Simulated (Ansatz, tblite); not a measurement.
# Cyclo-(Me2SnS)3 (C₆H₁₈S₃Sn₃): one state, many levels

The task here is to estimate one member of a computed series from the others.

Method: as each input shows; program: Ansatz 0.2.0, Gaussian basis.

The runs, in order: GFN1-xTB, GFN2-xTB, PBE-D4/def2-TZVP, r2SCAN-D4/def2-TZVP, B97M-V/def2-TZVP, LDA/def2-TZVP, PBE-QIDH/def2-TZVP, LC-ωPBE(0.10)/def2-SVP, LC-ωPBE(0.15)/def2-SVP, LC-ωPBE(0.20)/def2-SVP, LC-ωPBE(0.30)/def2-SVP, PBE-D4/def2-SVP, PBE0-D4/def2-SVP, CCSD(T)/def2-SVP, MP2/def2-TZVP, RPA/def2-TZVP.

2 further runs of the same task are left out: 1 that didn't finish, 1 set aside as unsound or not needed.

## The structure

The geometry is that of the singlet, from an earlier relaxation (PBE-D4/def2-SVP).

30 atoms, charge 0, spin multiplicity 1.

Bond lengths: Sn1–C2 2.168 Å, Sn1–C3 2.166 Å, Sn1–S4 2.455 Å, Sn1–S12 2.463 Å, C2–H13 1.107 Å, C2–H14 1.106 Å, C2–H15 1.107 Å, C3–H16 1.107 Å, C3–H17 1.107 Å, C3–H18 1.106 Å, S4–Sn5 2.454 Å, Sn5–C6 2.168 Å, Sn5–C7 2.166 Å, Sn5–S8 2.463 Å, C6–H19 1.107 Å, C6–H20 1.106 Å, C6–H21 1.107 Å, C7–H22 1.107 Å and more. Angles: C2–Sn1–C3 115.1°, C2–Sn1–S4 110.2°, C2–Sn1–S12 110.7°, C3–Sn1–S4 105.7°, C3–Sn1–S12 104.9°, S4–Sn1–S12 110.0°, Sn1–C2–H13 109.6°, Sn1–C2–H14 107.9°, Sn1–C2–H15 108.8°, H13–C2–H14 110.8°, H13–C2–H15 109.9°, H14–C2–H15 109.9°, Sn1–C3–H16 109.5°, Sn1–C3–H17 109.3°, Sn1–C3–H18 108.8°, H16–C3–H17 109.9°, H16–C3–H18 109.8°, H17–C3–H18 109.6° and more.

Sn takes a core potential in the def2 sets. No spin-orbit coupling is included.

PBE0-D4/def2-TZVP was run before; its log isn't repeated, and its numbers join the tables.

Set-up of the first run:

Tight binding, by tblite at 300 K electronic temperature and without a spin-polarisation term:

```python
tblite.interface.Calculator('GFN1-xTB', numbers, positions, charge=0, uhf=0).singlepoint()
```

Tight binding, by tblite at 300 K electronic temperature and without a spin-polarisation term:

```python
tblite.interface.Calculator('GFN2-xTB', numbers, positions, charge=0, uhf=0).singlepoint()
```

start.molden holds the orbitals of an earlier run on this state, given as this run's starting guess.

in.yaml reads:

```yaml
crystal:
  periodic: [false, false, false]
  atoms:
    - {symbol: Sn, position_ang: [-1.842685, 0.746179, 1.148608]}
    - {symbol: C, position_ang: [-1.174268, 2.776591, 0.787871]}
    - {symbol: C, position_ang: [-3.873946, 0.562630, 1.878849]}
    - {symbol: S, position_ang: [-0.427278, -0.323409, 2.845183]}
    - {symbol: Sn, position_ang: [1.451576, -1.025484, 1.430751]}
    - {symbol: C, position_ang: [0.979724, -2.894686, 0.438794]}
    - {symbol: C, position_ang: [3.183817, -1.080670, 2.730268]}
    - {symbol: S, position_ang: [1.948922, 0.728401, -0.225178]}
    - {symbol: Sn, position_ang: [0.289233, 0.219057, -1.960542]}
    - {symbol: C, position_ang: [-0.019187, 2.090989, -3.010063]}
    - {symbol: C, position_ang: [0.965771, -1.418425, -3.213817]}
    - {symbol: S, position_ang: [-1.797458, -0.567506, -0.934648]}
    - {symbol: H, position_ang: [-1.755344, 3.215439, -0.045912]}
    - {symbol: H, position_ang: [-0.096897, 2.740139, 0.539042]}
    - {symbol: H, position_ang: [-1.328383, 3.371144, 1.708839]}
    - {symbol: H, position_ang: [-4.568147, 1.044388, 1.164180]}
    - {symbol: H, position_ang: [-3.953043, 1.052345, 2.868362]}
    - {symbol: H, position_ang: [-4.122779, -0.510381, 1.976064]}
    - {symbol: H, position_ang: [1.755627, -3.118100, -0.318354]}
    - {symbol: H, position_ang: [-0.011249, -2.781758, -0.040005]}
    - {symbol: H, position_ang: [0.945206, -3.703048, 1.194310]}
    - {symbol: H, position_ang: [3.001550, -1.795768, 3.555270]}
    - {symbol: H, position_ang: [4.070735, -1.395946, 2.148279]}
    - {symbol: H, position_ang: [3.349785, -0.069749, 3.146426]}
    - {symbol: H, position_ang: [-0.818727, 1.959557, -3.763986]}
    - {symbol: H, position_ang: [-0.317831, 2.865221, -2.279464]}
    - {symbol: H, position_ang: [0.921718, 2.393980, -3.508380]}
    - {symbol: H, position_ang: [2.067190, -1.364417, -3.306317]}
    - {symbol: H, position_ang: [0.500152, -1.342411, -4.215228]}
    - {symbol: H, position_ang: [0.676214, -2.374294, -2.739241]}
basis:
  gaussian: {orbitals: def2-TZVP, fitting: {mean_field: def2-universal-jkfit}, initial_orbitals: start.molden}
hamiltonian: {xc: pbe, dispersion: d4}
scf: {omitted_lower_state_checks: [starts]}
output: {orbitals: {seedname: orbitals}}
```

Launch:

```
$ ansatz run in.yaml --threads 2 --pin off --events-out ev --progress --plain --max-ram 32768MiB --backend cuda --devices 0, --max-vram 18GiB
```

Steps of the session up to this table: PBE-D4/def2-TZVP; r2SCAN-D4/def2-TZVP; B97M-V/def2-TZVP; LDA/def2-TZVP; PBE-QIDH/def2-TZVP; LC-ωPBE(0.10)/def2-SVP; LC-ωPBE(0.15)/def2-SVP; LC-ωPBE(0.20)/def2-SVP; LC-ωPBE(0.30)/def2-SVP; PBE-D4/def2-SVP; PBE0-D4/def2-SVP; CCSD(T)/def2-SVP; MP2/def2-TZVP; RPA/def2-TZVP.

One table of the session follows, with a row left open; its other results are not shown here.

It belongs to the step «Binding energy». 

| method | binding an atom (eV) |
| --- | --- |
| HF/def2-SVP | 2.711 |
| HF/def2-TZVP | 2.699 |
| LDA/def2-TZVP | 4.187 |
| PBE-D4/def2-SVP | 3.752 |
| PBE-D4/def2-TZVP | 3.752 |
| r2SCAN-D4/def2-TZVP | 3.706 |
| B97M-V/def2-TZVP | 3.721 |
| PBE0-D4/def2-SVP | 3.711 |
| PBE0-D4/def2-TZVP | ? |
| MP2/def2-SVP | 3.509 |
| MP2/def2-TZVP | 3.601 |
| CCSD/def2-SVP | 3.443 |
| CCSD(T)/def2-SVP | 3.487 |

Q: Estimate the row for PBE0-D4/def2-TZVP from the others.

As computed: binding an atom (eV): 3.708. In the column «binding an atom (eV)» it lies between r2SCAN-D4/def2-TZVP (3.706) and PBE0-D4/def2-SVP (3.711).

To keep in mind: Free atoms were run apart at each level; binding is atoms less cluster, divided by the number of atoms, without zero-point or spin-orbit terms.
